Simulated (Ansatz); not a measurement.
**GaH2OF (SMILES [OH][GaH][F]) at RPA@PBE/cc-pVDZ**

Aim: the electronic atomisation energy of GaH2OF at RPA@PBE/cc-pVDZ, from 5 runs. 

The calculation is run with Ansatz 0.2.0.

61 further runs of the same task are left out: 61 set aside as unsound or not needed.

## Step 1: The structure to begin with

GaH2OF has 5 atoms, charge 0, and is taken as a singlet. As SMILES, `[OH][GaH][F]`. Geometry: relaxed at PBE0-D4/def2-TZVP. This is one conformer, not always the lowest.

Bond lengths: O1–Ga2 1.771 Å, Ga2–F3 1.746 Å, O1–H4 0.959 Å, Ga2–H5 1.545 Å. Angles: O1–Ga2–F3 111.1°, O1–Ga2–H5 128.8°, F3–Ga2–H5 120.0°, Ga2–O1–H4 114.5°.

## Step 2: A single-point energy at RPA@PBE/cc-pVDZ

Input file job.yaml:

```yaml
crystal:
  periodic: [false, false, false]
  atoms:
    - {symbol: O, position_ang: [-1.130400, -0.588700, -0.283800]}
    - {symbol: Ga, position_ang: [0.383700, 0.280500, 0.015600]}
    - {symbol: F, position_ang: [0.438300, 1.777800, -0.881200]}
    - {symbol: H, position_ang: [-1.210600, -1.420700, 0.187200]}
    - {symbol: H, position_ang: [1.569000, -0.122600, 0.920900]}
basis:
  gaussian: {orbitals: cc-pVDZ}
hamiltonian: {xc: {name: PBE}}
correlation: {method: rpa, frozen_orbitals: {F: 1, Ga: 9, H: 0, O: 1}}
accuracy: high
```

Started as:

```sh
$ ansatz run job.yaml --threads 1 --pin off --max-ram 3480MiB --events-out events.jsonl --progress --plain --runs-dir runs
```

Output:

```text
Warning: RAYON_NUM_THREADS=1 ignored (pool sized by the plan → 1); use --threads N
Functional definition: PBE
  name "PBE"
  parameter kappa = 0.804
  parameter beta = 0.06672455060314922
  exchange = pbe_x(kappa = kappa, mu = beta*pi^2/3)
  correlation = pbe_c(beta = beta)
1380 factors; integrals over basis functions are off by at most 4.4e-9 eV
mean field evaluation 1: about -57154.3709 eV, gradient 6.8e1 eV
mean field evaluation 2: about -57154.3656 eV, gradient 6.8e1 eV
mean field evaluation 4: about -57160.6756 eV, gradient 2.7e1 eV
mean field evaluation 8: about -57162.5359 eV, gradient 3.7e-1 eV
mean field evaluation 16: about -57162.5346 eV, gradient 2.2e-5 eV
mean field evaluation 32: about -57107.5019 eV, gradient 6.9e1 eV
mean field -57162.53460772 eV, -2100.6844006762 hartree, gradient 6.4e-8 eV, S^2 0.000000; 1 other end points of the search recorded, 0 dependent functions left out
11 core orbitals not correlated: weight in the atoms' cores, before any rotation towards them, 1.000 or more for the frozen orbitals, at most 0.000 for the correlated occupied ones
reference -57108.65591601 eV, -2098.7043952759 hartree; 14, 14 occupied and 40, 40 virtual orbitals, 1380 factors
Total energy: -57128.21072379 eV, -2099.4230212071 hartree
```

Wall time 3.6 s (1 thread of Intel Xeon 6975P-C (Granite Rapids), shared host); peak memory 0.2 GiB.

## Step 3: The F atom

Input file job.yaml:

```yaml
basis:
  gaussian: {orbitals: cc-pVDZ}
crystal:
  periodic: [false, false, false]
  atoms:
    - {symbol: F, position_ang: [0.000000, 0.000000, 0.000000]}
total_charge: 0
magnetization: {spin_polarized: true, initial_magnetization: 1}
hamiltonian: {xc: pbe}
correlation: {method: rpa, frozen_orbitals: {F: 1}}
accuracy: high
```

Run the same way, it converges to -99.60920 Eh (log not shown).

## Step 4: The Ga atom at the same level

Input file molecule.yaml:

```yaml
crystal:
  periodic: [false, false, false]
  atoms:
    - {symbol: Ga, position_ang: [0.000000, 0.000000, 0.000000]}
basis:
  gaussian: {orbitals: cc-pVDZ}
magnetization: {spin_polarized: true, initial_magnetization: 1}
hamiltonian: {xc: pbe}
correlation: {method: rpa, frozen_orbitals: {Ga: 9}}
accuracy: high
```

Started as:

```sh
$ ansatz run molecule.yaml --threads 1 --pin off --max-ram 3480MiB --events-out events.jsonl --progress --plain --runs-dir runs
```

Output, shortened:

```text
Warning: RAYON_NUM_THREADS=1 ignored (pool sized by the plan → 1); use --threads N
Functional definition: PBE
  name "PBE"
[...]
255 factors; integrals over basis functions are off by at most 4.4e-9 eV
[...]
mean field -52367.88589740 eV, -1924.4843105015 hartree, gradient 5.5e-8 eV, S^2 0.752075; 6 other end points of the search recorded, 0 dependent functions left out
9 core orbitals not correlated: weight in the atoms' cores, before any rotation towards them, 1.000 or more for the frozen orbitals, at most 0.000 for the correlated occupied ones
reference -52332.33256818 eV, -1923.1777497516 hartree; 7, 6 occupied and 11, 12 virtual orbitals, 255 factors
Total energy: -52335.42419380 eV, -1923.2913648974 hartree
```

Run time: 1.6 s. Hardware: 1 thread of Intel Xeon 6975P-C (Granite Rapids), shared host.

## Step 5: The H atom at the same level

Input file input.yaml:

```yaml
crystal:
  periodic: [false, false, false]
  atoms:
    - {symbol: H, position_ang: [0.000000, 0.000000, 0.000000]}
basis:
  gaussian:
    orbitals: cc-pVDZ
correlation:
  method: rpa
  frozen_orbitals: {H: 0}
hamiltonian:
  xc: {name: PBE}
accuracy: high
magnetization:
  spin_polarized: true
  initial_magnetization: 1
```

Started as:

```sh
$ ansatz run input.yaml --threads 1 --pin off --max-ram 3480MiB --events-out events.jsonl --progress --plain --runs-dir runs
```

Output:

```text
Warning: RAYON_NUM_THREADS=1 ignored (pool sized by the plan → 1); use --threads N
Functional definition: PBE
  name "PBE"
  parameter kappa = 0.804
  parameter beta = 0.06672455060314922
  exchange = pbe_x(kappa = kappa, mu = beta*pi^2/3)
  correlation = pbe_c(beta = beta)
15 factors; integrals over basis functions are off by at most 4.6e-8 eV
mean field evaluation 1: about -13.5665 eV, gradient 4.0e-1 eV
mean field evaluation 2: about -13.5663 eV, gradient 4.0e-1 eV
mean field evaluation 4: about -13.5684 eV, gradient 5.5e-6 eV
mean field evaluation 8: about -13.5684 eV, gradient 1.6e-10 eV
mean field -13.56836056 eV, -0.4986280535 hartree, gradient 1.2e-10 eV, S^2 0.750000; 0 other end points of the search recorded, 0 dependent functions left out
reference -13.58562637 eV, -0.4992625605 hartree; 1, 0 occupied and 4, 5 virtual orbitals, 15 factors
Total energy: -13.95294223 eV, -0.5127611692 hartree
```

Run time: 0.08 s. Hardware: 1 thread of Intel Xeon 6975P-C (Granite Rapids), shared host.

## Step 6: The O atom

Input file input.yaml:

```yaml
crystal:
  periodic: [false, false, false]
  atoms:
    - symbol: O
      position_ang: [0.000000, 0.000000, 0.000000]
basis:
  gaussian:
    orbitals: cc-pVDZ
magnetization:
  spin_polarized: true
  initial_magnetization: 2
hamiltonian:
  xc: {name: PBE}
correlation:
  method: rpa
  frozen_orbitals: {O: 1}
accuracy: high
```

Run the same way, it converges to -74.98270 Eh (log not shown).

## Step 7: Outcome

At RPA@PBE/cc-pVDZ, 11 core orbitals frozen:

```
                                  quantity           value
                    molecule: total energy  -2099.42302 Eh
molecule: RPA correlation energy (valence)      -718.6 mEh
                      F atom: total energy    -99.60920 Eh
  F atom: RPA correlation energy (valence)      -235.6 mEh
 F atom: ⟨S²⟩ of the reference determinant           0.751
                     Ga atom: total energy  -1923.29136 Eh
 Ga atom: RPA correlation energy (valence)      -113.6 mEh
Ga atom: ⟨S²⟩ of the reference determinant           0.752
                      H atom: total energy     -0.51276 Eh
            H atom: RPA correlation energy       -13.5 mEh
 H atom: ⟨S²⟩ of the reference determinant           0.750
                      O atom: total energy    -74.98270 Eh
  O atom: RPA correlation energy (valence)      -192.3 mEh
 O atom: ⟨S²⟩ of the reference determinant           2.002
             electronic atomisation energy       13.993 eV
```

In words: Taking the molecule apart into free atoms costs 13.99 eV (1350 kJ/mol), before zero-point energy and without spin-orbit coupling.
